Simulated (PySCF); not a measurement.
Runs of PySCF 2.14.0 on GaAsH6. The cell holds a molecule in a box, 8 atoms: a = 13.000 Å, b = 12.000 Å, c = 14.000 Å, α = 90.00°, β = 90.00°, γ = 90.00°. 

```csv
task,level,three-body dispersion term,conv_tol,grid for exchange and correlation,frozen core bands,exxdiv,gap on the mesh (eV)
atomic charges,PW91+D4,yes,1e-07 Ha,"Becke, atom-centred",-,-,(a)
atomic charges,TASK,-,1e-07 Ha,"Becke, atom-centred",-,-,7.14
excitation energies (Tamm-Dancoff),PBE0,-,1e-08 Ha,"Becke, atom-centred",18,ewald,8.00
atomic charges,LDA,-,1e-07 Ha,"Becke, atom-centred",-,-,5.71
MP2 correlation energy,HF,-,1e-08 Ha,-,18,ewald,14.72
atomic charges,r2SCANh+D3(BJ),no,1e-07 Ha,"Becke, atom-centred",-,ewald,7.14
```

Alike in all rows: potentials or basis pob-tzvp-rev2 (all-electron); no spin polarisation; cell as given; k mesh 1 × 1 × 1; smearing fixed.

Fill in the values left out.

(a) 5.82.

Caveats: this is a molecule in a periodic box at the Γ point, so its band gap is the HOMO-LUMO gap; relativity is left out, which matters for the heavier elements; the basis of atomic orbitals isn't converged, which shifts pressures, moduli and gaps; this basis is made for solids and lacks diffuse functions, so gaps of a molecule come out too wide by an eV or more; the basis is small and the box finite, so much correlation energy is missing and levels can be off by tenths of an eV (some runs); the iterative solver can pass over a root and still report convergence (some runs).

A k mesh can miss the band edges, and the runs leave out spin-orbit coupling on As, Ga.

Not every run made on this cell is shown here.
